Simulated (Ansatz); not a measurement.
# HfH+ (triplet): wave-function methods side by side, def2-TZVP

Aim: climb from Hartree-Fock through coupled cluster for HfH+ (triplet) at one geometry and basis, and see what each rung misses.

Program: Ansatz 0.2.0, Gaussian basis. Level of theory: def2-TZVP, core rule «outside noble gas», up to 4 orbitals frozen. These are calculated values, not measurements.

Plan: UHF; CCSD(T) on ROHF; CCSD(T) on UHF; CISD; CCSDT(Q) on ROHF; CCSDT(Q) on UHF; Full CI.

21 further runs of the same task are left out: 9 for a known fault of the program, 4 that didn't finish, 8 set aside as unsound or not needed.

## Step 1: The geometry

The geometry is a PBE0/def2-TZVP stationary point (not a proven minimum) of the parent state, kept for this charge and spin. No spin-orbit coupling is included. Elements past krypton take def2 core potentials.

2 atoms, charge 1, spin multiplicity 3.

Atoms are counted from 1 here; the program's logs count them from 0.

Bond lengths: Hf1–H2 1.865 Å.

## Step 2: UHF

in.yaml

```yaml
crystal:
  periodic: [false, false, false]
  atoms:
    - {symbol: Hf, position_ang: [0.000000, 0.000000, 0.000000]}
    - {symbol: H, position_ang: [0.000000, 0.000000, 1.864769]}
basis:
  gaussian: {orbitals: def2-TZVP}
total_charge: 1
magnetization: {spin_polarized: true, initial_magnetization: 2}
hamiltonian: {xc: hf}
output: {orbitals: {seedname: orbitals}}
```

Run with:

```sh
$ ansatz run in.yaml --threads 1 --pin off --events-out ev --progress --plain --max-ram 2393MiB
```

Further steps of the session: CCSD(T) on ROHF; CCSD(T) on UHF; CISD; CCSDT(Q) on ROHF; CCSDT(Q) on UHF; Full CI.

**Question.** What will the summary of the whole plan be? Wanted: FCI below the RHF energy; RMP2 from FCI; UMP2 from FCI; RCCSD from FCI; RCCSD(T) from FCI; UCCSD(T) from FCI; RCCSDT(Q) from FCI; UCCSDT(Q) from FCI; T1 diagnostic.

**Answer**, as computed:

```
                         quantity                                            value
         FCI below the RHF energy                                       -1.3386 eV
                    RMP2 from FCI                                     +33.3 kJ/mol
                    UMP2 from FCI                                     +26.4 kJ/mol
                   RCCSD from FCI                                      +3.1 kJ/mol
                RCCSD(T) from FCI                                      +0.8 kJ/mol
                UCCSD(T) from FCI                                      -6.0 kJ/mol
               RCCSDT(Q) from FCI                                      -0.1 kJ/mol
               UCCSDT(Q) from FCI                                      -6.9 kJ/mol
levels within 1 kcal/mol (43 meV)  CISD, RCCSD, UCCSD, RCCSD(T), RCCSDT, RCCSDT(Q)
                    T1 diagnostic                                            0.022
   effectively unpaired electrons                                             2.02
```

RCCSD(T) lands +0.8 kJ/mol from the yardstick (0.6 % of the correlation energy). CCSD(T) misses by +0.8 kJ/mol on the restricted determinant and by -6.0 kJ/mol on the unrestricted one; the two need not hold the same state or core. UCCSD, UCCSD(T), UCCSDT, UCCSDT(Q) fall below full CI: unrestricted runs freeze a spin-polarised core, another one than full CI's, and coupled cluster isn't variational. One determinant dominates. These misses are within one basis, not against nature; the frozen cores of restricted and unrestricted runs differ, which can shift their rows.
